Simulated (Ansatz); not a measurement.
# ClGeHO: the cost of one run

Program: Ansatz 0.2.0, driven from Python. Level of theory: r2SCAN/def2-SVP. These are calculated values, not measurements.

### 1 The structure

Bond lengths: O1–Ge2 1.747 Å, Ge2–Cl3 2.138 Å, O1–H4 1.051 Å. Angles: O1–Ge2–Cl3 107.5°, Ge2–O1–H4 105.6°.

No structure file is read: the coordinates are typed or built in the script.

### 2 The code

Contents of clgeho_tae.py:

```python
'''Atomisation energy of ClGeHO at the given geometry.'''

from collections import Counter

import ansatz as az


def energy(molecule, charge=0, unpaired=0):
    calc = molecule.calculation().basis(gaussian='def2-SVP').functional('r2scan')
    if charge:
        calc = calc.charge(charge)
    if unpaired:
        calc = calc.spin('collinear', total=unpaired)
    report = calc.run().report
    if report['published_state_doubts']:
        print('  doubts:', report['published_state_doubts'])
    return report['free_energy_ev']

geometry = (
    az.Crystal.molecule()
    .atom('O', (-0.8652, 0.3087, -0.7016))
    .atom('Ge', (-0.429, -0.414, 0.8274))
    .atom('Cl', (1.5884, -1.101, 0.6618))
    .atom('H', (-0.2386, 1.1461, -0.8078))
)

# Hund ground states
unpaired = {'O': 2, 'Ge': 2, 'Cl': 1, 'H': 1}
counts = Counter(site.symbol for site in geometry.cartesian_sites)
atom_energy = {s: energy(az.Crystal.molecule().atom(s, (0, 0, 0)), 0, unpaired[s]) for s in counts}
whole = energy(geometry, 0, 0)
for s, e in atom_energy.items():
    print(f'{s:2s} x{counts[s]}  {e:14.5f} eV')
print(f'ClGeHO: {whole:.5f} eV')
split = sum(counts[s] * e for s, e in atom_energy.items()) - whole
print(f'atomisation energy (no zero-point term): {96.485332 * split:.1f} kJ/mol, {split / sum(counts.values()):.3f} eV an atom')
```

### 3 Running it

The run is started by

```sh
python clgeho_tae.py
```

**Question.** How long does this script take on 1 thread of Arm Neoverse V1, shared host, and how much memory does it need?

About 7.9 s, with a peak of 0.17 GiB.
